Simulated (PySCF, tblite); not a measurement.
# C6H5F: geometry, infrared bands, NMR shifts and spin-spin couplings

Aim: predict the infrared bands, NMR shifts and spin-spin couplings of C6H5F (`C#C[C@@H]1CC=C1F`).

Computed with tblite 0.8.0 and PySCF 2.14.0, with density-fitted response routines of our own, on a single molecule in the gas phase. Atoms are numbered from 0 throughout.

## Step 1: The starting structure

12 atoms, charge 0, multiplicity 1; geometry from: force field or distance geometry start.

Bonds of the start (Å): C0–C1 1.21, C1–C2 1.44, C2–C3 1.56, C3–C4 1.50, C4–C5 1.34, C5–F6 1.35, C5–C2 1.53, C0–H7 1.06, C2–H8 1.10, C3–H9 1.09, C3–H10 1.11, C4–H11 1.09.

## Step 2: Geometry optimisation with GFN2-xTB

Job settings and geometry (Å):

```
{"job": {"kind": "relax", "xc": "GFN2-xTB", "basis": "xTB"}, "charge": 0, "multiplicity": 1}
C      2.609400    -0.239500     0.457900
C      1.399200    -0.167400     0.529700
C     -0.031500    -0.101200     0.647300
C     -0.840900    -0.771500    -0.503000
C     -1.389600     0.592600    -0.798700
C     -0.623000     1.206500     0.109400
F     -0.471900     2.497800     0.468500
H      3.669200    -0.281900     0.391000
H     -0.395100    -0.381100     1.644000
H     -0.246800    -1.243700    -1.284400
H     -1.573400    -1.521000    -0.149400
H     -2.104500     0.953800    -1.538300
```

Started as:

```console
OMP_NUM_THREADS=1 python probes_run.py task.json out
```

One launch serves the whole session: the jobs run in the order shown.

Standard output:

```text
step      E/eV     max force
  0    -544.13724    2.058
  1    -544.11818    4.631
  2    -544.20038    0.541
  3    -544.21137    0.416
  4    -544.21937    0.288
  5    -544.22351    0.178
  6    -544.22548    0.134
  7    -544.22763    0.098
  8    -544.22849    0.078
  9    -544.22914    0.060
 10    -544.22951    0.053
 11    -544.22993    0.055
 12    -544.23037    0.059
 13    -544.23074    0.054
 14    -544.23094    0.036
 15    -544.23107    0.034
 16    -544.23122    0.040
 17    -544.23143    0.056
 18    -544.23170    0.058
 19    -544.23199    0.058
 20    -544.23226    0.060
 21    -544.23246    0.037
 22    -544.23255    0.019
 23    -544.23258    0.017
 24    -544.23261    0.015
 25    -544.23265    0.023
 26    -544.23271    0.027
 27    -544.23276    0.020
 28    -544.23280    0.021
 29    -544.23284    0.022
 30    -544.23290    0.025
 31    -544.23298    0.030
 32    -544.23306    0.023
 33    -544.23311    0.013
 34    -544.23314    0.012
 35    -544.23317    0.017
 36    -544.23320    0.016
 37    -544.23322    0.010
 38    -544.23323    0.006
```

Run time: 0.28 s. Hardware: 1 thread of Arm Neoverse N1, shared host.

The steps of the relaxation: (not every step is listed) (the energy doesn't fall at every step)

| step | energy from step 0 (eV) | largest force (eV/Å) |
| --- | --- | --- |
| 0 | 0.0000 | 2.0582 |
| 1 | 0.0191 | 4.6315 |
| 2 | -0.0631 | 0.5414 |
| 3 | -0.0741 | 0.4159 |
| 4 | -0.0821 | 0.2875 |
| 5 | -0.0863 | 0.1783 |
| 6 | -0.0882 | 0.1339 |
| 7 | -0.0904 | 0.0976 |
| 8 | -0.0912 | 0.0781 |
| 10 | -0.0923 | 0.0535 |
| 12 | -0.0931 | 0.0589 |
| 14 | -0.0937 | 0.0356 |
| 16 | -0.0940 | 0.0401 |
| 18 | -0.0945 | 0.0584 |
| 20 | -0.0950 | 0.0603 |
| 22 | -0.0953 | 0.0189 |
| 24 | -0.0954 | 0.0149 |
| 26 | -0.0955 | 0.0273 |
| 28 | -0.0956 | 0.0215 |
| 30 | -0.0957 | 0.0247 |
| 32 | -0.0958 | 0.0232 |
| 33 | -0.0959 | 0.0132 |
| 34 | -0.0959 | 0.0124 |
| 35 | -0.0959 | 0.0169 |
| 36 | -0.0960 | 0.0163 |
| 37 | -0.0960 | 0.0105 |
| 38 | -0.0960 | 0.0064 |

Close pairs (by a distance rule), those that changed most:

| bond | before (Å) | after (Å) | change (Å) |
| --- | --- | --- | --- |
| C2–C5 | 1.533 | 1.508 | -0.025 |
| C4–H11 | 1.090 | 1.072 | -0.018 |
| C3–H10 | 1.106 | 1.088 | -0.018 |
| C0–C1 | 1.214 | 1.197 | -0.018 |
| C5–F6 | 1.349 | 1.335 | -0.014 |
| C0–H7 | 1.063 | 1.049 | -0.014 |
| C4–C5 | 1.338 | 1.325 | -0.013 |
| C3–C4 | 1.500 | 1.510 | +0.010 |

The final coordinates are the input of the step that follows.

## Step 3: Vibrational analysis with GFN2-xTB

Job settings and geometry (Å):

```
{"job": {"kind": "ir", "xc": "GFN2-xTB", "basis": "xTB"}, "charge": 0, "multiplicity": 1}
C      2.594577    -0.232129     0.431927
C      1.404461    -0.172936     0.545052
C     -0.030948    -0.080150     0.651694
C     -0.846970    -0.773551    -0.487837
C     -1.360271     0.600973    -0.843096
C     -0.658079     1.183020     0.117644
F     -0.514180     2.442090     0.537005
H      3.638193    -0.292102     0.346531
H     -0.352167    -0.352179     1.660440
H     -0.229320    -1.244117    -1.250236
H     -1.601039    -1.476353    -0.138517
H     -2.043059     0.940877    -1.596635
```

Standard output:

```text
mode    cm-1     km/mol
  1     118.4      0.98
  2     137.4      0.10
  3     251.4      0.10
  4     324.6      3.10
  5     378.0      3.75
  6     460.5      3.66
  7     568.3      5.31
  8     637.0      7.95
  9     665.9     15.66
 10     680.1     29.67
 11     767.6     29.89
 12     844.7      6.23
 13     944.1     18.67
 14     980.0      1.54
 15    1003.7      1.90
 16    1059.5     17.83
 17    1084.2     16.97
 18    1125.0      2.66
 19    1174.7      9.64
 20    1204.4     51.99
 21    1235.4     50.68
 22    1289.5     53.65
 23    1451.6      1.22
 24    1732.7    121.85
 25    2288.9     10.98
 26    2941.0     19.10
 27    2999.9     32.65
 28    3012.8     26.77
 29    3155.4     26.90
 30    3399.2      6.84
```

Wall time 0.43 s (1 thread of Arm Neoverse N1, shared host).

The strongest bands and the atoms that carry them (share of the mass-weighted mode):

| cm⁻¹ | km/mol | atoms |
| --- | --- | --- |
| 680 | 29.7 | H7 52 %, F6 12 % |
| 768 | 29.9 | H11 57 %, C4 11 % |
| 1204 | 52.0 | C4 25 %, C3 25 %, C5 16 % |
| 1235 | 50.7 | H8 26 %, C5 20 %, C2 14 %, C4 11 % |
| 1290 | 53.6 | C2 46 %, C5 23 %, H8 14 % |
| 1733 | 121.8 | C5 57 %, C4 37 % |
| 3000 | 32.6 | H10 73 %, H9 18 % |
| 3155 | 26.9 | H11 92 % |

## Step 4: Shielding tensors: PBE0/pcSseg-1

Same as in step 3 but for these lines:

```diff
@@ -1,2 +1,2 @@
-{"job": {"kind": "ir", "xc": "GFN2-xTB", "basis": "xTB"}, "charge": 0, "multiplicity": 1}
+{"job": {"kind": "nmr", "xc": "PBE0", "basis": "pcSseg-1"}, "charge": 0, "multiplicity": 1}
 C      2.594577    -0.232129     0.431927
```

With the program's defaults for keys left out, this is: GIAO PBE0/pcSseg-1 NMR shielding, non-relativistic, gas phase.

Standard output:

```text
coarse grid: 10704 points
cycle   1  E = -330.8352940746  dE =  1.200e+00  |g| = 5.239e-01  |ddm| = 3.452e+00
cycle   2  E = -330.8092791591  dE =  2.601e-02  |g| = 6.540e-01  |ddm| = 1.049e+00
cycle   3  E = -330.8882138953  dE = -7.893e-02  |g| = 1.336e-01  |ddm| = 5.707e-01
cycle   4  E = -330.8920086243  dE = -3.795e-03  |g| = 5.538e-02  |ddm| = 1.525e-01
cycle   5  E = -330.8926408851  dE = -6.323e-04  |g| = 2.063e-02  |ddm| = 4.608e-02
cycle   6  E = -330.8927361514  dE = -9.527e-05  |g| = 4.181e-03  |ddm| = 1.795e-02
cycle   7  E = -330.8927392127  dE = -3.061e-06  |g| = 2.164e-03  |ddm| = 4.699e-03
final grid: 105712 points
cycle   8  E = -330.9432649812  dE = -3.221e-05  |g| = 5.996e-03  |ddm| = 5.269e-02
cycle   9  E = -330.9432599960  dE =  4.985e-06  |g| = 7.671e-03  |ddm| = 1.339e-02
cycle  10  E = -330.9432738797  dE = -1.388e-05  |g| = 1.513e-03  |ddm| = 7.477e-03
cycle  11  E = -330.9432743655  dE = -4.859e-07  |g| = 4.107e-04  |ddm| = 1.347e-03
cycle  12  E = -330.9432743997  dE = -3.414e-08  |g| = 1.806e-04  |ddm| = 4.057e-04
cycle  13  E = -330.9432744067  dE = -7.031e-09  |g| = 4.078e-05  |ddm| = 1.398e-04
cycle  14  E = -330.9432744070  dE = -3.480e-10  |g| = 1.639e-05  |ddm| = 4.706e-05
converged SCF energy = -330.9432744070

GIAO shielding tensors (ppm)
atom      isotropic    diamagn.    paramagn.     s11        s22        s33       span
  0 C      107.660     257.018    -149.358     37.283     42.971    242.725    205.442
  1 C      101.078     260.428    -159.350     -0.806      5.919    298.123    298.929
  2 C      148.014     247.778     -99.764    132.161    153.179    158.702     26.541
  3 C      157.338     248.058     -90.720    132.337    158.543    181.135     48.798
  4 C       73.347     257.227    -183.880    -13.848    101.349    132.540    146.388
  5 C       24.453     251.689    -227.237    -75.190     68.886     79.663    154.853
  6 F      257.229     472.382    -215.153    141.645    297.806    332.237    190.593
  7 H       29.941      33.845      -3.904     24.996     25.167     39.659     14.663
  8 H       27.892      27.578       0.314     23.723     27.329     32.624      8.901
  9 H       29.597      29.088       0.509     26.020     28.175     34.594      8.574
 10 H       29.284      28.883       0.401     25.855     26.644     35.353      9.498
 11 H       26.782      30.736      -3.954     24.454     24.772     31.121      6.667
```

Wall time 35 s (1 thread of Arm Neoverse N1, shared host); peak memory 0.69 GiB.

The references, computed at this level on geometries of the same kind, shield at (ppm): ¹H TMS 31.72, ¹³C TMS 186.9, ¹⁹F CFCl3 170.9. Their shielding less the atom's gives the shift. The references are single molecules in the gas phase, so shifts against H2O, NH3, PH3, H3PO4 or CFCl3 are not on the usual liquid scales and can be off by tens of ppm.

| atoms | environment | σ (ppm) | δ (ppm) | δ scaled to CDCl3 |
| --- | --- | --- | --- | --- |
| C5 | fully substituted alkene carbon | 24.5 | 162.5 | 156.7 |
| C4 | alkene CH | 73.3 | 113.6 | 108.9 |
| C1 | alkyne carbon | 101.1 | 85.8 | 81.9 |
| C0 | terminal alkyne carbon | 107.7 | 79.3 | 75.4 |
| C2 | allylic sp3 CH | 148.0 | 38.9 | 36.1 |
| C3 | allylic sp3 CH2 | 157.3 | 29.6 | 27.0 |
| H11 | hydrogen on an alkene CH | 26.78 | 4.93 | 4.76 |
| H8 | hydrogen on an allylic sp3 CH | 27.89 | 3.82 | 3.71 |
| H10 | hydrogen on an allylic sp3 CH2 | 29.28 | 2.43 | 2.40 |
| H9 | hydrogen on an allylic sp3 CH2 | 29.60 | 2.12 | 2.10 |
| H7 | hydrogen on a terminal alkyne carbon | 29.94 | 1.78 | 1.78 |
| F6 | vinylic fluorine | 257.2 | -86.3 | – |

The scaled column applies a straight-line fit of computed shieldings to shifts measured in CDCl3, and one for carbons that bear F (root-mean-square error 0.16 ppm for H, 1.9 ppm for C).

The run also stored atomic charges by several schemes (e):

| atoms | Mulliken | IAO | Hirshfeld | ESP fit |
| --- | --- | --- | --- | --- |
| C0 | -0.36 | -0.24 | -0.12 | -0.47 |
| C1 | 0.34 | -0.03 | -0.05 | 0.06 |
| C2 | -0.37 | -0.15 | -0.02 | -0.09 |
| C3 | -0.08 | -0.24 | -0.06 | -0.14 |
| C4 | -0.21 | -0.22 | -0.07 | -0.27 |
| C5 | 0.35 | 0.29 | 0.09 | 0.24 |
| F6 | -0.25 | -0.25 | -0.08 | -0.16 |

Mayer bond orders: C0–C1 2.52, C1–C2 0.95, C2–C3 0.98, C3–C4 1.01, C4–C5 1.78, C5–F6 1.01, C5–C2 1.04.

Ring of atoms C2, C3, C4, C5: NICS(0) -8.7, NICS(1) -3.1, NICS(1)zz -2.3 ppm (means of both faces).

The fields below are evaluated on a grid from the run's orbitals.

Frontier orbitals at PBE0/pcSseg-1, with the share of their density that lies nearest to each atom:

| orbital | energy (eV) | lies on |
| --- | --- | --- |
| HOMO | -7.43 | C4, C5 about 30 % each; F6 9 % |
| LUMO | 0.34 | C4, C5 about 29 % each; H11 9 %; H8 7 % |

ELF in a plane through or near 4 of the atoms.

Ten even steps from '0' (0.00) to '9' (0.90):
```
0000000000000000000000000000
0000000000000000000000000000
0000000000000000000000000000
0000000000000234410000000000
0000000000002798961000000000
0000000000002792950000000000
0000000233100168710000000000
0000002466510353352100000000
0000135689864891697420000000
0000488769469572477520000000
0000588669269585686410000000
0000135689863682262000000000
0000002466510364794000000000
0000000233100256896100000000
0000000000000011363000000000
0000000000000000010000000000
0000000000000000000000000000
0000000000000000000000000000
0000000000000000000000000000
0000000000000000000000000000
```
The map spans 12.4 Å across and 10.0 Å up, centred on the molecule. Atoms in the plane (x, y in Å): C1 (-1.5, 0.0), C3 (0.8, -1.0), C5 (0.7, 1.1), F6 (0.7, 2.4).

On the surface of density 0.002 e/bohr³ the electrostatic potential runs, from the 1st to the 99th percentile, from -0.81 V near C0 to 1.35 V near H7.

## Step 5: Indirect couplings: B3LYP/pcJ-1

Same as in step 4 but for these lines:

```diff
@@ -1,2 +1,2 @@
-{"job": {"kind": "nmr", "xc": "PBE0", "basis": "pcSseg-1"}, "charge": 0, "multiplicity": 1}
+{"job": {"kind": "j", "xc": "B3LYP", "basis": "pcJ-1"}, "charge": 0, "multiplicity": 1}
 C      2.594577    -0.232129     0.431927
```

Level: B3LYP/pcJ-1 indirect spin-spin coupling, non-relativistic, gas phase.

Standard output:

```text
coarse grid: 10704 points
cycle   1  E = -331.2360435171  dE =  1.110e+00  |g| = 5.834e-01  |ddm| = 3.334e+00
cycle   2  E = -331.1929633503  dE =  4.308e-02  |g| = 7.593e-01  |ddm| = 1.034e+00
cycle   3  E = -331.2976985053  dE = -1.047e-01  |g| = 1.593e-01  |ddm| = 6.032e-01
cycle   4  E = -331.3027158173  dE = -5.017e-03  |g| = 7.438e-02  |ddm| = 1.702e-01
cycle   5  E = -331.3038401499  dE = -1.124e-03  |g| = 2.952e-02  |ddm| = 6.002e-02
cycle   6  E = -331.3040309040  dE = -1.908e-04  |g| = 5.599e-03  |ddm| = 2.151e-02
cycle   7  E = -331.3040361920  dE = -5.288e-06  |g| = 2.973e-03  |ddm| = 5.559e-03
final grid: 105712 points
cycle   8  E = -331.3661524203  dE = -1.349e-04  |g| = 5.685e-03  |ddm| = 2.552e-02
cycle   9  E = -331.3661427942  dE =  9.626e-06  |g| = 8.299e-03  |ddm| = 1.123e-02
cycle  10  E = -331.3661591775  dE = -1.638e-05  |g| = 1.367e-03  |ddm| = 7.115e-03
cycle  11  E = -331.3661595290  dE = -3.514e-07  |g| = 6.669e-04  |ddm| = 1.437e-03
cycle  12  E = -331.3661596292  dE = -1.002e-07  |g| = 1.729e-04  |ddm| = 5.796e-04
cycle  13  E = -331.3661596341  dE = -4.940e-09  |g| = 2.452e-05  |ddm| = 1.435e-04
cycle  14  E = -331.3661596342  dE = -5.809e-11  |g| = 1.437e-05  |ddm| = 2.398e-05
converged SCF energy = -331.3661596342

Indirect spin-spin couplings (Hz)
  i      j    bonds     total        FC       PSO       DSO        SD
  0 C    1 C    1    199.293   191.353     7.828     0.112         -
  0 C    2 C    2     12.983    13.265    -0.163    -0.120         -
  0 C    3 C    3      2.848     2.590     0.315    -0.057         -
  0 C    4 C    4      0.197     0.336    -0.069    -0.070         -
  0 C    5 C    3      2.828     2.792     0.075    -0.039         -
  0 C    6 F    4      0.720    -0.060     0.649    -0.151     0.282
  0 C    7 H    1    263.866   264.585    -1.152     0.433         -
  0 C    8 H    3      4.262     3.902     0.785    -0.425         -
  0 C   10 H    4      0.408     0.309     0.429    -0.330         -
  0 C   11 H    5      0.277     0.333     0.239    -0.295         -
  1 C    2 C    1     79.698    81.322    -1.894     0.270         -
  1 C    3 C    2     -4.227    -4.051    -0.206     0.029         -
  1 C    4 C    3      5.258     5.135     0.165    -0.042         -
  1 C    5 C    2     -8.550    -8.396    -0.220     0.066         -
  1 C    6 F    3     -6.632    -5.627    -0.467    -0.025    -0.514
  1 C    7 H    2     51.896    47.144     5.946    -1.194         -
  1 C    8 H    2     -9.731    -9.611    -0.071    -0.050         -
  1 C    9 H    3      4.017     3.927    -0.140     0.230         -
  1 C   10 H    3      1.440     1.447     0.272    -0.279         -
  2 C    3 C    1     27.516    26.262     1.008     0.247         -
  2 C    4 C    2      0.901     0.995    -0.128     0.034         -
  2 C    5 C    1     41.684    42.430    -1.075     0.329         -
  2 C    6 F    2     17.998    15.852    -1.121    -0.147     3.414
  2 C    7 H    3      3.749     3.715     0.478    -0.444         -
  2 C    8 H    1    150.058   148.596     0.349     1.113         -
  2 C    9 H    2     -3.486    -3.701     0.305    -0.089         -
  2 C   10 H    2     -2.857    -3.017     0.252    -0.093         -
  2 C   11 H    3     13.024    13.069     0.527    -0.572         -
  3 C    4 C    1     35.498    36.054    -0.773     0.217         -
  3 C    5 C    2     -2.795    -3.126     0.253     0.078         -
  3 C    6 F    3     18.027    22.111    -4.329    -0.424     0.668
  3 C    7 H    4     -2.324    -2.368     0.302    -0.257         -
  3 C    8 H    2     -4.235    -4.440     0.343    -0.138         -
  3 C    9 H    1    153.751   152.457     0.430     0.864         -
  3 C   10 H    1    148.552   147.167     0.546     0.839         -
  3 C   11 H    2      4.234     4.299     0.368    -0.433         -
  4 C    5 C    1     78.657    86.957    -8.593     0.293         -
  4 C    6 F    2    -10.616    12.599   -33.445    -0.347    10.577
  4 C    8 H    3      5.798     5.936     0.259    -0.398         -
  4 C    9 H    2     -5.891    -5.942     0.225    -0.174         -
  4 C   10 H    2     -5.449    -5.513     0.258    -0.194         -
  4 C   11 H    1    184.115   183.300    -0.040     0.855         -
  5 C    6 F    1   -428.069  -401.846   -23.889     0.872    -3.206
  5 C    7 H    4     -2.814    -2.801     0.206    -0.219         -
  5 C    8 H    2    -10.655   -10.794     0.113     0.026         -
  5 C    9 H    3     10.132    10.281     0.139    -0.288         -
  5 C   10 H    3     11.278    11.425     0.161    -0.307         -
  5 C   11 H    2     -2.302    -1.149    -0.677    -0.476         -
  6 F    7 H    5     -0.185    -0.240     0.842    -0.716    -0.072
  6 F    8 H    3     -6.028    -7.470     1.919    -0.757     0.280
  6 F    9 H    4     14.035    15.639     0.134    -1.577    -0.161
  6 F   10 H    4     14.114    15.714     0.132    -1.579    -0.152
  6 F   11 H    3     -9.211    -2.711    -4.865    -1.091    -0.544
  7 H    8 H    4     -3.534    -3.488     1.497    -1.542         -
  7 H   10 H    5     -0.225    -0.151     1.093    -1.166         -
  7 H   11 H    6     -0.269    -0.174     0.910    -1.005         -
  8 H    9 H    3      2.086     2.134     2.177    -2.224         -
  8 H   10 H    3      5.197     5.208    -0.248     0.237         -
  8 H   11 H    4     -1.635    -1.530     1.990    -2.095         -
  9 H   10 H    2    -12.273   -12.397     2.585    -2.460         -
  9 H   11 H    3      1.695     1.784     1.269    -1.357         -
 10 H   11 H    3      1.691     1.782     1.281    -1.373         -
```

Run time: 68 s. Hardware: 1 thread of Arm Neoverse N1, shared host; peak memory 0.94 GiB.

A choice of the couplings up to four bonds, sorted by the number of bonds; isotopes 13C, 19F, 1H:

| pair | bonds | J (Hz) | Fermi contact (Hz) | dihedral (°) |
| --- | --- | --- | --- | --- |
| C5–F6 | 1 | -428.1 | -401.8 | – |
| C0–H7 | 1 | 263.9 | 264.6 | – |
| C0–C1 | 1 | 199.3 | 191.4 | – |
| C4–H11 | 1 | 184.1 | 183.3 | – |
| C3–H9 | 1 | 153.8 | 152.5 | – |
| C2–H8 | 1 | 150.1 | 148.6 | – |
| C3–H10 | 1 | 148.6 | 147.2 | – |
| C1–C2 | 1 | 79.7 | 81.3 | – |
| C4–C5 | 1 | 78.7 | 87.0 | – |
| C1–H7 | 2 | 51.9 | 47.1 | – |
| C2–F6 | 2 | 18.0 | 15.9 | – |
| C0–C2 | 2 | 13.0 | 13.3 | – |
| H9–H10 | 2 | -12.3 | -12.4 | – |
| C5–H8 | 2 | -10.7 | -10.8 | – |
| C4–F6 | 2 | -10.6 | 12.6 | – |
| C1–H8 | 2 | -9.7 | -9.6 | – |
| C1–C5 | 2 | -8.6 | -8.4 | – |
| C4–H9 | 2 | -5.9 | -5.9 | – |
| C3–F6 | 3 | 18.0 | 22.1 | – |
| C2–H11 | 3 | 13.0 | 13.1 | – |
| C5–H10 | 3 | 11.3 | 11.4 | – |
| C5–H9 | 3 | 10.1 | 10.3 | – |
| F6–H11 | 3 | -9.2 | -2.7 | 0 |
| C1–F6 | 3 | -6.6 | -5.6 | -64 |
| F6–H8 | 3 | -6.0 | -7.5 | 66 |
| C4–H8 | 3 | 5.8 | 5.9 | – |
| C1–C4 | 3 | 5.3 | 5.1 | – |
| F6–H10 | 4 | 14.1 | 15.7 | – |
| F6–H9 | 4 | 14.0 | 15.6 | – |
| H7–H8 | 4 | -3.5 | -3.5 | – |
| C5–H7 | 4 | -2.8 | -2.8 | – |
| C3–H7 | 4 | -2.3 | -2.4 | – |
| H8–H11 | 4 | -1.6 | -1.5 | – |

The spin-dipole term was solved for some atoms only; pairs without it lack that part.

Shifts (PBE0/pcSseg-1, unscaled) and these couplings together give the proton spectrum at 400 MHz below.

¹H NMR δ 4.93 (dq, J = 9.2, 1.7 Hz, 1H), 3.82 (m, 1H), 2.43 (m, 1H), 2.12 (ddt, J = 14.0, 12.3, 1.9 Hz, 1H), 1.78 (d, J = 3.5 Hz, 1H).

## Step 6: Outcome

| quantity | value |
| --- | --- |
| strongest single infrared mode (GFN2-xTB) | 1733 cm⁻¹, 122 km/mol |
| zero-point energy (GFN2-xTB) | 54.2 kcal/mol |
| ¹³C shifts against TMS (PBE0/pcSseg-1) | 162.5, 113.6, 85.8, 79.3, 38.9, 29.6 ppm |
| ¹H shifts against TMS (PBE0/pcSseg-1) | 4.93, 3.82, 2.43, 2.12, 1.78 ppm |
| ¹⁹F shifts against CFCl3 (PBE0/pcSseg-1) | -86.3 ppm |
| surface potential, 1st and 99th percentile | -0.81 V and 1.35 V |
| largest coupling of the table (B3LYP/pcJ-1) | ¹J(C,F) C5–F6, -428.1 Hz |

The optimisation took 38 steps and gained 0.096 eV; among the close pairs (by a distance rule), C2–C5 changed most, from 1.533 to 1.508 Å. All 30 modes are real, so the xTB geometry is a minimum. The strongest single mode, at 1733 cm⁻¹, moves mainly C5 and C4. Unscaled tight-binding wavenumbers are off by several per cent, some by more. Its intensities can rank the bands wrongly. The most deshielded hydrogen is H11 (hydrogen on an alkene CH), at 4.93 ppm: olefinic region. At PBE0/pcSseg-1: The largest span, 299 ppm, is at C1, where the paramagnetic term is -159 ppm. In the run at B3LYP/pcJ-1, the largest coupling of the table is C5–F6, -428.1 Hz, of which the Fermi-contact term gives -401.8 Hz. Couplings across rotatable bonds belong to this one conformer; where others are populated, the observed values are averages.
